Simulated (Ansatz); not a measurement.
# GdMnGa3: the cost of one run

Program: Ansatz 0.2.0. Level of theory: DFT, PBE, collinear spin, plane waves, PAW. These are calculated values, not measurements.

## (1) The system as given

Symmetry: I4mm, No. 107, tetragonal system. The conventional cell has a = 4.105 Å, b = 4.105 Å, c = 10.496 Å, α = 90.00°, β = 90.00°, γ = 90.00°. Gd (site symmetry 4mm) is surrounded by 4 Mn at 3.09 Å and 12 Ga at 3.16 to 3.33 Å. Around Mn (site symmetry 4mm) lie 5 Ga at 2.33 to 2.57 Å. Ga (site symmetry 2mm) is surrounded by 2 Ga at 2.47 Å and 2 Mn at 2.57 Å. Ga (site symmetry 4mm) has 1 Mn at 2.33 Å and 4 Ga at 2.47 Å as nearest neighbours.

Its coordinates follow in the input file.

The first density is read from a saved solution for the starting cell.

## (2) Relaxing

Contents of input.yaml:

```yaml
crystal:
  lattice:
    - [0.0, 4.10470708, 0.0]
    - [4.10470708, 0.0, 0.0]
    - [2.05235304, 2.05235304, -5.2480755]
  atoms:
    - { symbol: Gd, position: [0.11609, 0.11609, 0.76782] }
    - { symbol: Mn, position: [0.5141, 0.5141, 0.9718] }
    - { symbol: Ga, position: [0.86627, 0.36627, 0.26746] }
    - { symbol: Ga, position: [0.36627, 0.86627, 0.26746] }
    - { symbol: Ga, position: [0.7359, 0.7359, 0.5282] }
  symmetry: { detect: false, time_reversal: true }
kpoints:
  mp_grid: { grid: [6, 6, 6], shift: [0, 0, 0] }
magnetization:
  spin_polarized: true
scf:
  occupations: { method: fermi_dirac }
  lower_state_search: "off"
hamiltonian:
  pseudopotentials: { kind: paw }
  xc: pbe
basis:
  ecutwfc: 420
  fft_grid_basis: typed
relax:
  max_steps: 80
  cell: { p_target: 0.0 }
output:
  forces: true
  stress: true
  eigenvalues: true
  bader: true
  populations: true
  elf: true
  write_potential: true
  volumetric_format: npy
  dos:
    e_range: [-12, 8]
    de: 0.05
    projected: { site_lists: { Ga: [Ga], Gd: [Gd], Mn: [Mn] } }
checkpoint:
  read: saved_state
```

Command:

```bash
$ ansatz run input.yaml --threads 2 --pin off --max-ram 4096MiB --backend cpu --events-out ev --progress --plain --runs-dir out
```

Q: Estimate wall time and peak memory on 2 threads of Arm Neoverse V1, shared host.

About 12 min, with a peak of 0.92 GiB.
